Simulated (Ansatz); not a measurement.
# Al2B2O7: the cost of one run

All numbers below are computed with Ansatz 0.2.0 (DFT PBE, plane waves, PAW, scalar-relativistic, no spin polarisation).

### 1 The system as given

The cell holds 11 atoms (Al2B2O7): a = 4.761 Å, b = 4.440 Å, c = 4.469 Å, α = 101.04°, β = 88.68°, γ = 87.00°.

As a file:

```cif
data_structure
_symmetry_space_group_name_H-M 'P 1'
_symmetry_Int_Tables_number 1
_cell_length_a 4.7608
_cell_length_b 4.4400
_cell_length_c 4.4686
_cell_angle_alpha 101.036
_cell_angle_beta 88.680
_cell_angle_gamma 86.995
_cell_volume 92.53
loop_
_atom_site_label
_atom_site_type_symbol
_atom_site_fract_x
_atom_site_fract_y
_atom_site_fract_z
_atom_site_occupancy
Al1 Al 0.67134 0.69345 0.12334 1
Al2 Al 0.46171 0.53143 0.60151 1
B1 B 0.99985 0.38542 0.54322 1
B2 B 0.04512 0.86063 0.64615 1
O1 O 0.33515 0.11673 0.30800 1
O2 O 0.77068 0.23622 0.84564 1
O3 O 0.07677 0.32294 0.07206 1
O4 O 0.37775 0.98807 0.90059 1
O5 O 0.06179 0.91943 0.10385 1
O6 O 0.58640 0.99597 0.56200 1
O7 O 0.72795 0.19359 0.25902 1
```

### 2 The run

Contents of input.yaml:

```yaml
crystal:
  lattice:
    - [4.667272, 0.908639, 0.237366]
    - [-0.588882, 4.373115, -0.492997]
    - [-0.048852, -0.373112, 4.452722]
  atoms:
    - { symbol: Al, position: [0.671343, 0.693452, 0.123335] }
    - { symbol: Al, position: [0.461709, 0.531425, 0.60151] }
    - { symbol: B, position: [0.999847, 0.385417, 0.543224] }
    - { symbol: B, position: [0.045124, 0.860631, 0.646146] }
    - { symbol: O, position: [0.335152, 0.116733, 0.307999] }
    - { symbol: O, position: [0.770677, 0.236222, 0.84564] }
    - { symbol: O, position: [0.076767, 0.322943, 0.072064] }
    - { symbol: O, position: [0.377752, 0.988071, 0.900588] }
    - { symbol: O, position: [0.061788, 0.919425, 0.10385] }
    - { symbol: O, position: [0.5864, 0.995973, 0.562002] }
    - { symbol: O, position: [0.727947, 0.193586, 0.259018] }
kpoints:
  mp_grid: { grid: [3, 3, 3] }
magnetization:
  spin_polarized: false
scf:
  occupations: { method: fermi_dirac, width: 0.1 }
hamiltonian:
  pseudopotentials: { kind: paw }
  xc: pbe
basis:
  ecutwfc: 420
md:
  timestep: 1.0
  n_steps: 20
  ensemble: nvt_langevin
  temperature: 300.0
  initial_velocities: maxwell_boltzmann
  seed: 705
```

Command:

```
ansatz run input.yaml --threads 2 --pin off --max-ram 2560MiB --backend cpu --events-out ev --progress --plain --runs-dir out
```

Q: Estimate wall time and peak memory on 2 threads of Arm Neoverse N1, shared host.

About 72 s, with a peak of 0.41 GiB.
